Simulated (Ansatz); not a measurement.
# GdN (rocksalt): a single-point run

Wanted: a converged single-point run for GdN (rocksalt), and a check of what comes out. The structure is shown as the input types it.

Computed with Ansatz 0.2.0 (DFT PBE+U, scalar-relativistic, plane waves, PAW, unless a step's input says otherwise).

3 further runs of the same task are left out: 1 that didn't finish, 2 set aside as unsound or not needed.

**1. The structure to begin with**

The structure is cubic, space group Fm-3m (No. 225). The conventional cell has a = 4.999 Å, b = 4.999 Å, c = 4.999 Å, α = 90.00°, β = 90.00°, γ = 90.00°. Around Gd (site symmetry m-3m) lie 6 N at 2.50 Å. Around N (site symmetry m-3m) lie 6 Gd at 2.50 Å.

Coordinates:

```xyz
2
Lattice="0.0000 2.4995 2.4995 2.4995 0.0000 2.4995 2.4995 2.4995 0.0000" Properties=species:S:1:pos:R:3 pbc="T T T"
Gd    2.4995    2.4995    2.4995
N     0.0000    0.0000    0.0000
```

**2. Input and run**

The input, input.yaml:

```yaml
crystal:
  lattice:
    - [0.0, 2.4994985661, 2.4994985661]
    - [2.4994985661, 0.0, 2.4994985661]
    - [2.4994985661, 2.4994985661, 0.0]
  atoms:
    - { symbol: Gd, position: [0.5, 0.5, 0.5], spin: 7.0 }
    - { symbol: "N", position: [0.0, 0.0, 0.0] }
basis:
  ecutwfcs: 420
  ecutrho_ratio: 4
kpoints:
  mp_grid: { grid: [10, 10, 10] }
hamiltonian:
  xc: pbe
  hubbard: { sites: [{ species: Gd, l: f, u_eff: 6.0 }] }
scf:
  occupations: { method: gaussian, width: 0.05 }
  max_iter: 75
output:
  forces: true
  stress: true
magnetization:
  spin_polarized: true
```

Run with:

```bash
$ ansatz run input.yaml --threads 8 --pin off --max-ram 16384MiB --backend cpu --events-out ev --progress --plain --runs-dir out
```

What happens when this is run?

The program refused the input before any cycle. It says: «line 10 column 3: unknown field `ecutwfcs`, expected one of ecutwfc, ecutrho_ratio, smooth_cutoff_half_width, xc_grid, low_memory, ...»

Look at the input: basis.ecutwfcs is 420. One keyword is written wrongly, so the input can't be read.

Remedy: spell the key as the program lists it.
